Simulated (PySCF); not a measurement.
# C5H7ClN2Si: the cost of one run

Programs: PySCF 2.14.0, with density-fitted response routines of our own. Each step states its level of theory. These are calculated values for one molecule in the gas phase, unless marked as measured. Atoms count from 0, in the outputs and in this text.

### 1 The starting structure

16 atoms, charge 0, multiplicity 1; geometry from: GFN2-xTB.

Bonds of the start (Å): N0–C1 1.14, C1–C2 1.44, C2–C3 1.54, C3–Si4 1.91, Si4–Cl5 2.02, Si4–C6 1.92, C6–C7 1.43, C7–N8 1.14, C2–H9 1.09, C2–H10 1.09, C3–H11 1.09, C3–H12 1.09, Si4–H13 1.46, C6–H14 1.09, C6–H15 1.09.

### 2 Ultraviolet spectrum: CAM-B3LYP/def2-SVPD

What the job is given:

```
{"job": {"kind": "uv", "xc": "CAM-B3LYP", "basis": "def2-SVPD", "nstates": 8, "ntriplets": 3}, "charge": 0, "multiplicity": 1}
N     -1.199197     0.582755    -2.424218
C     -1.452455    -0.087636    -1.533327
C     -1.734958    -0.922352    -0.395617
C     -0.874427    -0.530315     0.816370
Si     1.012056    -0.629453     0.509192
Cl     1.421435    -2.212989    -0.681280
C      1.608900     0.954823    -0.395135
C      1.285253     2.118982     0.369974
N      1.008317     3.028203     1.006285
H     -1.538194    -1.960084    -0.680583
H     -2.798272    -0.826241    -0.155567
H     -1.134680     0.483859     1.124309
H     -1.147602    -1.186463     1.644161
H      1.715006    -0.777126     1.782294
H      2.689472     0.927887    -0.546897
H      1.131749     1.045094    -1.374228
```

Method: TDDFT CAM-B3LYP/def2-SVPD, vertical, gas phase, core orbitals frozen in the response.

Launch:

```bash
OMP_NUM_THREADS=1 python probes_run.py task.json out
```

One launch serves the whole session: the jobs run in the order shown.

Q: Estimate the wall time and peak memory of this job on 1 thread of Arm Neoverse N1, shared host.

About 2.4 min, with a peak of 1.2 GiB.
